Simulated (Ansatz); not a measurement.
Predict the output of the script below (Ansatz 0.2.0 through its Python package).

Script `run_cas.py`:
```python
# -*- coding: utf-8 -*-
"""Static correlation in BH3SeSi: natural occupations of an active space."""

import ansatz as az

GEOMETRY = """
B    -0.56670   -0.95740   -0.53420
Si    0.52500    0.52020    0.24250
Se   -1.47340    1.02540   -0.32340
H    -0.74230   -2.05910   -0.42740
H     1.56370    1.01520   -0.69400
H     0.73570    0.39170    1.69040
"""

bh3sesi = az.Crystal.molecule()
for line in GEOMETRY.strip().splitlines():
    symbol, *xyz = line.split()
    bh3sesi = bh3sesi.atom(symbol, [float(v) for v in xyz])

model = bh3sesi.calculation().basis(gaussian="def2-SVP").correlation(active_electrons=4, active_orbitals=4)
for method in [None]:
    data = (model if method is None else model.correlation(method)).run(threads=1, backend="cpu").report
    space = data["configurations"]
    state = space["states"][0]
    print(method or "casscf", f"total {data['free_energy_ev'] / 27.211386246:.6f} Ha, active-space state {state['energy']['hartree']:.6f} Ha, mean field {data['reference_energy_ev'] / 27.211386246:.6f} Ha")
    print("  determinants", state["n_determinants"], " natural occupations", [round(n, 3) for n in space["natural_occupations"]])
print("effectively unpaired electrons, sum of min(n, 2 - n):", round(sum(min(n, 2 - n) for n in space["natural_occupations"]), 3))
```

```console
$ python run_cas.py
casscf total -2714.785207 Ha, active-space state -2714.785207 Ha, mean field -2714.751598 Ha
  determinants 36  natural occupations [1.975, 1.949, 0.048, 0.028]
effectively unpaired electrons, sum of min(n, 2 - n): 0.152
```

What to keep in mind:
- Total energies depend on the basis set; only differences at equal settings carry meaning.
- The geometry is a force-field or estimated start, not a minimum of this method, and the basis set is short of its limit. The active space starts as a window about the frontier orbitals and is then optimised, not chosen by chemistry.
- The whole script took 4.5 s on 1 thread of Arm Neoverse V1 (shared host), peak memory 0.23 GiB.
